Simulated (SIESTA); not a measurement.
## Ba in SIESTA: convergence with vacuum

The system is Ba, a slab with vacuum.

```
Ba
1.0
     4.57168    0.00000    0.00000
    -2.28584    3.95919    0.00000
     0.00000    0.00000   13.46550
Ba
3
Direct
  0.66667 0.33333 0.22279
  0.33333 0.66667 0.50000
  0.00000 0.00000 0.77721
```

| Quantity | Value |
| --- | --- |
| Program | SIESTA 5.4.2 |
| Task | single point |
| Functional | LDA |
| Potentials or basis | PseudoDojo 0.4 standard (LDA files) |
| Basis | DZP (energy shift 0.003 Ry; two zetas on semicore shells; d shell added on Ba) |
| Grid cutoff | 500 Ry |
| Energy shift | 0.003 Ry |
| k mesh | 5 × 5 × 1 |
| Occupations | fermi-dirac, width 0.05 eV |
| Spin | no spin polarisation |

These are the settings of the first run; the series varies vacuum, with any setting tied to it.

Hardware: 1 thread of AMD EPYC 7R43 64-Core Processor (Zen 3), with other jobs on the host.

The values tried are 6, 8, 10, 12, 15, 20, loosest first. From which on does the energy stay within 1 meV/atom of the tightest run that finished?

From 10 on.

```tsv
vacuum	energy less the tightest run, at zero smearing (meV/atom)	largest force (eV/Å)	gap on the mesh (eV)	SCF cycles	CPU time (s)	peak memory (GiB)
6	-95.46	0.038	0.145	12	30	0.36
8	-8.85	0.173	0.143	13	31	0.37
10	0.00	0.227	0.111	13	30	0.37
12	0.00	0.227	0.111	13	30	0.38
15	0.00	0.227	0.111	14	32	0.41
20	0.00	0.227	0.111	13	32	0.42
```

Against the tightest run, the largest force stays within 0.005 eV/Å from 10 on; the gap on the mesh stays within 0.01 eV from 10 on. The tightest run that finished is the yardstick and may itself not be fully converged.

Caveat, for the tightest run too: spin-orbit coupling is left out, which moves the levels of the heavy elements; the basis of atomic orbitals isn't converged, which shifts pressures, moduli and gaps.
